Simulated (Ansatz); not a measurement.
**GeCl2 + HCl: a complex and its separated parts**

Aim: how far the complex at one end of a reaction step lies below its separated, relaxed parts, level by level.

The runs use Ansatz 0.2.0, Gaussian basis; PBE0-D4/def2-TZVP structures, single points in def2-TZVPP, no counterpoise correction.

Levels: SPW92, PBE-D4, BLYP-D4, r2SCAN-D4, B97M-V, PBE0-D4, B3LYP-D4, r2SCAN0-D4, BHLYP-D4, CAM-B3LYP-D4, wB97X-V, wB97M-V, B2PLYP, PBE-QIDH, RPA on PBE, Hartree-Fock, MP2, CCSD, CCSD(T).

Correlated methods freeze the cores. Filled d shells of the heavier atoms are correlated. B3LYP uses VWN-RPA correlation. B2PLYP carries no dispersion term here.

21 further runs of the same task are left out: 21 set aside as unsound or not needed.

**1. Where the work starts**

The complex: 5 atoms, charge 0, spin multiplicity 1.

Atoms are counted from 1 here; the program's logs count them from 0.

Bond lengths: Ge1–Cl2 2.222 Å, Ge1–Cl4 2.188 Å, H3–Cl5 1.287 Å. Angles: Cl2–Ge1–Cl4 99.1°.

Geometry (Å):

```mol
Cl3GeH
  3D, bonds by distance, orders not assigned

  5  3  0  0  0  0  0  0  0  0999 V2000
    0.9720   -0.9593   -0.3292 Ge  0  0
    1.5036    1.0055    0.5611 Cl  0  0
   -0.9564    1.3584   -0.4454 H   0  0
   -0.0132   -1.8672    1.4011 Cl  0  0
   -1.5060    0.4626   -1.1878 Cl  0  0
  1  2  8  0
  1  4  8  0
  3  5  8  0
M  END
```

Its parts: GeCl2 holds atoms 1, 2, 4; HCl holds atoms 3, 5. Each part counts its atoms afresh in its own runs.

**2. Relaxing GeCl2 alone**

Input file relax-a/in.yaml:

```yaml
crystal:
  periodic: [false, false, false]
  atoms:
    - {symbol: Ge, position_ang: [0.972021, -0.959254, -0.329181]}
    - {symbol: Cl, position_ang: [1.503603, 1.005508, 0.561140]}
    - {symbol: Cl, position_ang: [-0.013190, -1.867204, 1.401138]}
basis:
  gaussian: {orbitals: def2-TZVP}
hamiltonian: {xc: pbe0, dispersion: d4}
relax: {f_tol: 0.005, max_steps: 200}
```

The command line of these runs was not kept.

The log of the run, cut to the lines that bear on the results:

```text
Functional definition: PBE0
  name "PBE0"
  cite "Adamo & Barone, J. Chem. Phys. 110, 6158 (1999) doi:10.1063/1.478522"
  cite "Perdew, Burke & Ernzerhof, Phys. Rev. Lett. 77, 3865 (1996) doi:10.1103/PhysRevLett.77.3865"
  parent pbe
[...]
937 factors; their error is unknown
[...]
mean field -81551.31207836 eV, -2996.9554414149 hartree, gradient 1.7e-5 eV, S^2 0.000000; 0 other end points of the search recorded, 0 dependent functions left out
[...]
reference -81551.31210131 eV, -2996.9554422586 hartree; 33, 33 occupied and 89, 89 virtual orbitals, 937 factors
relax step   1: F+E_penalty+E_count = -81551.39432491 eV  Δ(F+E_penalty+E_count) = +0.000e0 eV  max|allowed force component| = 4.481e-1 eV/Å  Δτ_max = 0.0000 Å  (27 SCF iters, accepted)
[...]
relax step   3: F+E_penalty+E_count = -81551.40612344 eV  Δ(F+E_penalty+E_count) = -6.707e-4 eV  max|allowed force component| = 9.093e-3 eV/Å  Δτ_max = 0.0100 Å  (27 SCF iters, accepted)
[...]
relax step   4: F+E_penalty+E_count = -81551.40613419 eV  Δ(F+E_penalty+E_count) = -1.074e-5 eV  max|allowed force component| = 7.064e-4 eV/Å  Δτ_max = 0.0014 Å  (20 SCF iters, accepted)
937 factors; their error is unknown
mean field -81551.32372728 eV, -2996.9558695050 hartree, gradient 3.3e-5 eV, S^2 0.000000; 1 other end points of the search recorded, 0 dependent functions left out
[...]
reference -81551.32375018 eV, -2996.9558703467 hartree; 33, 33 occupied and 89, 89 virtual orbitals, 937 factors
Total energy: -81551.40615709 eV, -2996.9588987446 hartree
Atom 0 at     0.974156    -0.942386    -0.314504 Å, force     0.000236    -0.000018    -0.000706 eV/Å
Atom 1 at     1.500497     0.989842     0.550760 Å, force    -0.000041     0.000079     0.000216 eV/Å
Atom 2 at    -0.012219    -1.868406     1.396841 Å, force    -0.000196    -0.000061     0.000490 eV/Å
Dipole moment:     0.068115    -0.149015    -0.381546 e Å
```

Run time: 4.2 s. Hardware: 4 threads, shared host; peak memory 0.25 GiB.

The steps of the relaxation:

```
step  energy from step 1 (eV)  largest force component (eV/Å)
   1                   0.0000                          0.4481
   2                  -0.0111                          0.1162
   3                  -0.0118                          0.0091
   4                  -0.0118                          0.0007
```

Distances of close pairs at the start and the end, largest changes first:

```
   bond  before (Å)  after (Å)  change (Å)
Ge1–Cl2       2.222      2.182      -0.040
Ge1–Cl3       2.188      2.182      -0.007
```

**3. Relaxing HCl alone**

Input file relax-b/in.yaml:

```yaml
crystal:
  periodic: [false, false, false]
  atoms:
    - {symbol: H, position_ang: [-0.956436, 1.358395, -0.445351]}
    - {symbol: Cl, position_ang: [-1.506000, 0.462556, -1.187847]}
basis:
  gaussian: {orbitals: def2-TZVP}
hamiltonian: {xc: pbe0, dispersion: d4}
relax: {f_tol: 0.005, max_steps: 200}
```

The log of the run, cut to the lines that bear on the results:

```text
[... 5 set-up lines as earlier in the session ...]
[...]
312 factors; their error is unknown
[...]
mean field -12535.31544920 eV, -460.6643460161 hartree, gradient 4.2e-5 eV, S^2 0.000000; 0 other end points of the search recorded, 0 dependent functions left out
[...]
reference -12535.31546458 eV, -460.6643465815 hartree; 9, 9 occupied and 34, 34 virtual orbitals, 312 factors
relax step   1: F+E_penalty+E_count = -12535.32003336 eV  Δ(F+E_penalty+E_count) = +0.000e0 eV  max|allowed force component| = 1.749e-1 eV/Å  Δτ_max = 0.0000 Å  (21 SCF iters, accepted)
[...]
relax step   2: F+E_penalty+E_count = -12535.32087211 eV  Δ(F+E_penalty+E_count) = -8.388e-4 eV  max|allowed force component| = 7.137e-2 eV/Å  Δτ_max = 0.0024 Å  (26 SCF iters, accepted)
[...]
relax step   3: F+E_penalty+E_count = -12535.32103629 eV  Δ(F+E_penalty+E_count) = -1.642e-4 eV  max|allowed force component| = 9.319e-4 eV/Å  Δτ_max = 0.0016 Å  (25 SCF iters, accepted)
312 factors; their error is unknown
[...]
mean field -12535.31645841 eV, -460.6643831040 hartree, gradient 1.0e-5 eV, S^2 0.000000; 1 other end points of the search recorded, 0 dependent functions left out
[...]
reference -12535.31647376 eV, -460.6643836678 hartree; 9, 9 occupied and 34, 34 virtual orbitals, 312 factors
Total energy: -12535.32105163 eV, -460.6645519017 hartree
Atom 0 at    -0.958138     1.355621    -0.447650 Å, force     0.000572     0.000932     0.000772 eV/Å
Atom 1 at    -1.504298     0.465330    -1.185548 Å, force    -0.000572    -0.000932    -0.000772 eV/Å
Dipole moment:     0.112153     0.182820     0.151526 e Å
```

It took 0.45 s on 4 threads, shared host.

Along the way:

```
step  energy from step 1 (eV)  largest force component (eV/Å)
   1                   0.0000                          0.1749
   2                  -0.0008                          0.0714
   3                  -0.0010                          0.0009
```

The bond:

```
  bond  before (Å)  after (Å)  change (Å)
H1–Cl2       1.287      1.279      -0.008
```

**4. wB97M-V/def2-TZVPP**

Input file parta/in.yaml:

```yaml
crystal:
  periodic: [false, false, false]
  atoms:
    - {symbol: Ge, position_ang: [0.974156, -0.942386, -0.314504]}
    - {symbol: Cl, position_ang: [1.500497, 0.989842, 0.550760]}
    - {symbol: Cl, position_ang: [-0.012219, -1.868406, 1.396841]}
basis:
  gaussian: {orbitals: def2-TZVPP}
hamiltonian: {xc: {name: wB97M-V}}
```

Input file partb/in.yaml:

```yaml
crystal:
  periodic: [false, false, false]
  atoms:
    - {symbol: H, position_ang: [-0.958138, 1.355621, -0.447650]}
    - {symbol: Cl, position_ang: [-1.504298, 0.465330, -1.185548]}
basis:
  gaussian: {orbitals: def2-TZVPP}
hamiltonian: {xc: {name: wB97M-V}}
```

parta printed, cut to the lines that bear on the results:

```text
Functional definition: wB97M-V
  name "wB97M-V"
  cite "Mardirossian & Head-Gordon, J. Chem. Phys. 144, 214110 (2016) doi:10.1063/1.4952647"
  cite "Becke, J. Chem. Phys. 107, 8554 (1997) doi:10.1063/1.475007"
  cite "Vydrov & Van Voorhis, J. Chem. Phys. 133, 244103 (2010) doi:10.1063/1.3521275"
  # Of w^i u^j: cxij and so on, Table III.
[...]
  gx(w, u) = 1 - cx + cx01*u + cx10*w
  gss(w, u) = css00 + css04*u^4 + css10*w + css20*w^2 + css43*w^4*u^3
  gos(w, u) = cos00 + cos10*w + (cos20 + cos21*u)*w^2 + (cos60 + cos61*u)*w^6
[...]
      + integral(e_c_pw_mod_opposite_spin*gos(b97_w_opposite, b97_u_opposite)) + vv10(b, c)
1006 factors; their error is unknown
144 factors; integrals over basis functions are off by at most 5.7e-5 eV
[...]
mean field -81562.46276792 eV, -2997.3652216983 hartree, gradient 2.8e-5 eV, S^2 0.000000; 0 other end points of the search recorded, 0 dependent functions left out
reference -81562.46280072 eV, -2997.3652229034 hartree; 33, 33 occupied and 99, 99 virtual orbitals, 1006 factors
Total energy: -81562.46280072 eV, -2997.3652229034 hartree
```

Log of partb, cut to the lines that bear on the results:

```text
[... 5 set-up lines as earlier in the session ...]
  # Of w^i u^j: cxij and so on, Table III.
[...]
  gx(w, u) = 1 - cx + cx01*u + cx10*w
  gss(w, u) = css00 + css04*u^4 + css10*w + css20*w^2 + css43*w^4*u^3
  gos(w, u) = cos00 + cos10*w + (cos20 + cos21*u)*w^2 + (cos60 + cos61*u)*w^6
[...]
      + integral(e_c_pw_mod_opposite_spin*gos(b97_w_opposite, b97_u_opposite)) + vv10(b, c)
369 factors; their error is unknown
61 factors; integrals over basis functions are off by at most 9.0e-5 eV
[...]
mean field -12538.73839102 eV, -460.7901368077 hartree, gradient 5.6e-5 eV, S^2 0.000000; 0 other end points of the search recorded, 0 dependent functions left out
reference -12538.73841406 eV, -460.7901376547 hartree; 9, 9 occupied and 47, 47 virtual orbitals, 369 factors
Total energy: -12538.73841406 eV, -460.7901376547 hartree
```

Wall times: 2.1 s (parta), 0.35 s (partb) on 4 threads, shared host; peak memory 0.36 GiB.

**5. CCSD(T)/def2-TZVPP**

The same edit goes into each in.yaml of step 4 (parta, partb):

```diff
-hamiltonian: {xc: {name: wB97M-V}}
+correlation: {method: ccsd_t}
```

Log of parta, cut to the lines that bear on the results:

```text
Functional definition: HF
  name "HF"
  cite "Fock, Z. Phys. 61, 126 (1930) doi:10.1007/BF01340294"
[... 1 set-up line as earlier in the session ...]
[...]
825 factors; integrals over basis functions are off by at most 5.7e-4 eV
[...]
mean field -81484.01192848 eV, -2994.4822065248 hartree, gradient 1.4e-6 eV, S^2 0.000000; 0 other end points of the search recorded, 0 dependent functions left out
19 core orbitals not correlated: weight in the atoms' cores, before any rotation towards them, 1.000 or more for the frozen orbitals, at most 0.000 for the correlated occupied ones
reference -81484.01192848 eV, -2994.4822065248 hartree; 14, 14 occupied and 99, 99 virtual orbitals, 825 factors
second order -16.29928829 eV of doubles, -0.00000000 eV of singles
cycle   1  -16.60632014 eV  change   -3.1e-1 eV  update   9.4e-2
[...]
cycle   9  -17.09900517 eV  change    3.4e-6 eV  update   2.0e-5
perturbative correction -0.76802123 eV, -0.0282242596 hartree
Total energy: -81501.87895488 eV, -2995.1388076341 hartree
```

Output in partb, cut to the lines that bear on the results:

```text
[... 4 set-up lines as earlier in the session ...]
[...]
322 factors; integrals over basis functions are off by at most 1.4e-3 eV
[...]
mean field -12519.93379904 eV, -460.0990807989 hartree, gradient 2.9e-6 eV, S^2 0.000000; 0 other end points of the search recorded, 0 dependent functions left out
5 core orbitals not correlated: weight in the atoms' cores, before any rotation towards them, 1.000 or more for the frozen orbitals, at most 0.000 for the correlated occupied ones
reference -12519.93379904 eV, -460.0990807989 hartree; 4, 4 occupied and 47, 47 virtual orbitals, 322 factors
second order -5.53925551 eV of doubles, -0.00000000 eV of singles
cycle   1  -5.96028065 eV  change   -4.2e-1 eV  update   3.9e-2
[...]
cycle   7  -6.10182165 eV  change   -6.0e-6 eV  update   7.9e-6
perturbative correction -0.21572221 eV, -0.0079276450 hartree
Total energy: -12526.25134291 eV, -460.3312462537 hartree
```

Wall times: 2.7 s (parta), 0.2 s (partb) on 4 threads, shared host; peak memory 0.48 GiB.

**6. Vibrations of GeCl2**

Input file vib-parta/in.yaml:

```yaml
crystal:
  periodic: [false, false, false]
  atoms:
    - {symbol: Ge, position_ang: [0.974156, -0.942386, -0.314504]}
    - {symbol: Cl, position_ang: [1.500497, 0.989842, 0.550760]}
    - {symbol: Cl, position_ang: [-0.012219, -1.868406, 1.396841]}
basis:
  gaussian: {orbitals: def2-TZVP}
hamiltonian: {xc: pbe0, dispersion: d4}
phonons: {temperatures: {t_min: 298.15, t_max: 900, t_step: 200}}
```

The log of the run, cut to the lines that bear on the results:

```text
[... 5 set-up lines as earlier in the session ...]
[...]
937 factors; their error is unknown
[...]
mean field -81551.32372894 eV, -2996.9558695659 hartree, gradient 2.5e-5 eV, S^2 0.000000; 0 other end points of the search recorded, 0 dependent functions left out
[...]
reference -81551.32375185 eV, -2996.9558704077 hartree; 33, 33 occupied and 89, 89 virtual orbitals, 937 factors
[...]
937 factors; their error is unknown
mean field -81551.32368207 eV, -2996.9558678435 hartree, gradient 2.4e-6 eV, S^2 0.000000; 0 other end points of the search recorded, 0 dependent functions left out
[...]
reference -81551.32370498 eV, -2996.9558686853 hartree; 33, 33 occupied and 89, 89 virtual orbitals, 937 factors
[...]
reference -81551.32373025 eV, -2996.9558696141 hartree; 33, 33 occupied and 89, 89 virtual orbitals, 937 factors
[...]
937 factors; their error is unknown
mean field -81551.32372017 eV, -2996.9558692438 hartree, gradient 1.2e-6 eV, S^2 0.000000; 0 other end points of the search recorded, 0 dependent functions left out
[...]
reference -81551.32374308 eV, -2996.9558700856 hartree; 33, 33 occupied and 89, 89 virtual orbitals, 937 factors
Total energy: -81551.40615875 eV, -2996.9588988057 hartree
Atom 0 at     0.974156    -0.942386    -0.314504 Å, force     0.000176    -0.000096    -0.000627 eV/Å
Atom 1 at     1.500497     0.989842     0.550760 Å, force    -0.000008     0.000154     0.000215 eV/Å
Atom 2 at    -0.012219    -1.868406     1.396841 Å, force    -0.000167    -0.000059     0.000412 eV/Å
Dipole moment:     0.068115    -0.149016    -0.381546 e Å
Vibrations: 157.80 388.27 409.14 cm⁻¹, zero-point energy 0.059215 eV
```

It took 8.5 s on 4 threads, shared host; peak memory 0.25 GiB.

The modes, with what each moves most:

```
mode  wavenumber (cm⁻¹)      character
   1                158           bend
   2                388  Ge–Cl stretch
   3                409  Ge–Cl stretch
```

Vibrational sums (real modes only):

```
T (K)  entropy (J/mol/K)  heat capacity (J/mol/K)
  298               18.9                     20.2
  498               30.1                     23.1
  698               38.1                     24.0
  898               44.1                     24.3
```

**7. Vibrations of HCl**

Input file vib-partb/in.yaml:

```yaml
crystal:
  periodic: [false, false, false]
  atoms:
    - {symbol: H, position_ang: [-0.958138, 1.355621, -0.447650]}
    - {symbol: Cl, position_ang: [-1.504298, 0.465330, -1.185548]}
basis:
  gaussian: {orbitals: def2-TZVP}
hamiltonian: {xc: pbe0, dispersion: d4}
phonons: {temperatures: {t_min: 298.15, t_max: 900, t_step: 200}}
```

The log of the run, cut to the lines that bear on the results:

```text
[... 5 set-up lines as earlier in the session ...]
[...]
312 factors; their error is unknown
[...]
mean field -12535.31645841 eV, -460.6643831040 hartree, gradient 4.2e-5 eV, S^2 0.000000; 0 other end points of the search recorded, 0 dependent functions left out
[...]
reference -12535.31647376 eV, -460.6643836679 hartree; 9, 9 occupied and 34, 34 virtual orbitals, 312 factors
[...]
312 factors; their error is unknown
[...]
mean field -12535.31645841 eV, -460.6643831040 hartree, gradient 1.1e-6 eV, S^2 0.000000; 0 other end points of the search recorded, 0 dependent functions left out
[...]
reference -12535.31647376 eV, -460.6643836679 hartree; 9, 9 occupied and 34, 34 virtual orbitals, 312 factors
[...]
312 factors; their error is unknown
mean field -12535.31635545 eV, -460.6643793203 hartree, gradient 4.5e-7 eV, S^2 0.000000; 0 other end points of the search recorded, 0 dependent functions left out
[...]
reference -12535.31637078 eV, -460.6643798837 hartree; 9, 9 occupied and 34, 34 virtual orbitals, 312 factors
[...]
312 factors; their error is unknown
[...]
mean field -12535.31635900 eV, -460.6643794507 hartree, gradient 6.3e-7 eV, S^2 0.000000; 0 other end points of the search recorded, 0 dependent functions left out
[...]
reference -12535.31637436 eV, -460.6643800151 hartree; 9, 9 occupied and 34, 34 virtual orbitals, 312 factors
Total energy: -12535.32105163 eV, -460.6645519017 hartree
Atom 0 at    -0.958138     1.355621    -0.447650 Å, force     0.000565     0.000920     0.000763 eV/Å
Atom 1 at    -1.504298     0.465330    -1.185548 Å, force    -0.000565    -0.000920    -0.000763 eV/Å
Dipole moment:     0.112153     0.182820     0.151527 e Å
Vibrations: 2997.33 cm⁻¹, zero-point energy 0.185811 eV
```

It took 0.9 s on 4 threads, shared host.

The modes, with what each moves most:

```
mode  wavenumber (cm⁻¹)     character
   1               2997  Cl–H stretch
```

Vibrational sums (real modes only):

```
T (K)  entropy (J/mol/K)  heat capacity (J/mol/K)
  298                0.0                      0.0
  498                0.0                      0.1
  698                0.1                      0.7
  898                0.4                      1.6
```

**8. Complex less separated parts**

The complex's own energies come from single points at the same levels. Levels not printed above were run the same way.

Rows are in def2-TZVPP; times add the 3 runs of a level on a shared host, so small differences are noise.

Differences are taken before rounding.

```
      method                    rung  complex less parts (kcal/mol)  from CCSD(T) (kcal/mol)   time
       SPW92                     LDA                           -8.9                     -5.7  1.1 s
      PBE-D4                     GGA                           -6.1                     -2.9  1.8 s
     BLYP-D4                     GGA                           -5.5                     -2.3  1.8 s
   r2SCAN-D4                meta-GGA                           -5.2                     -2.0  4.2 s
      B97M-V                meta-GGA                           -4.7                     -1.6  7.2 s
     PBE0-D4                  hybrid                           -5.5                     -2.3  2.9 s
    B3LYP-D4                  hybrid                           -5.2                     -2.0  2.6 s
  r2SCAN0-D4                  hybrid                           -4.9                     -1.8  5.1 s
    BHLYP-D4                  hybrid                           -5.0                     -1.8  2.6 s
CAM-B3LYP-D4  range-separated hybrid                           -4.7                     -1.5    3 s
     wB97X-V  range-separated hybrid                           -4.6                     -1.5  6.3 s
     wB97M-V  range-separated hybrid                           -5.1                     -1.9    8 s
      B2PLYP           double hybrid                           -2.8                     +0.4  4.4 s
    PBE-QIDH           double hybrid                           -4.0                     -0.8  4.5 s
  RPA on PBE                     RPA                           -2.1                     +1.1  3.4 s
Hartree-Fock            wavefunction                            0.9                     +4.1       
         MP2            wavefunction                           -4.3                     -1.1       
        CCSD            wavefunction                           -2.5                     +0.7       
     CCSD(T)            wavefunction                           -3.2                        0   40 s
```

Among the levels timed on like hardware and quicker than the yardstick, those that no quicker one beats, quickest first: SPW92 (1.1 s, -5.7 kcal/mol); BLYP-D4 (1.8 s, -2.3 kcal/mol); BHLYP-D4 (2.6 s, -1.8 kcal/mol); CAM-B3LYP-D4 (3 s, -1.5 kcal/mol); RPA on PBE (3.4 s, +1.1 kcal/mol); B2PLYP (4.4 s, +0.4 kcal/mol).

For cost: B2PLYP gets within 0.4 kcal/mol in 4.4 s, where CCSD(T) took 40 s; the quickest level in the cost chart, SPW92, takes 1.1 s and misses by 5.7 kcal/mol.

The complex's zero-point energy, from a separate PBE0-D4 run, is 0.283 eV.

**9. Summary of results**

| quantity | value |
| --- | --- |
| complex less parts, CCSD(T)/def2-TZVPP | -3.2 kcal/mol |
| with zero-point energy | -2.3 kcal/mol |
| largest T1 diagnostic | 0.013 |

What this shows: At CCSD(T) the complex lies 3.2 kcal/mol below its parts. B2PLYP is the best functional here (+0.4 kcal/mol from CCSD(T)); SPW92 is the worst (-5.7 kcal/mol). By rung, the mean size of the error is: LDA 5.7, GGA 2.6, meta-GGA 1.8, hybrid 2.0, range-separated hybrid 1.6, double hybrid 0.6 kcal/mol. PBE-D4 gives a relative energy 2.9 kcal/mol too low, outside chemical accuracy (1 kcal/mol). No counterpoise was applied, and triple zeta lacks some correlation, so the CCSD(T) reference has a basis error of its own, and close matches with it are partly luck.
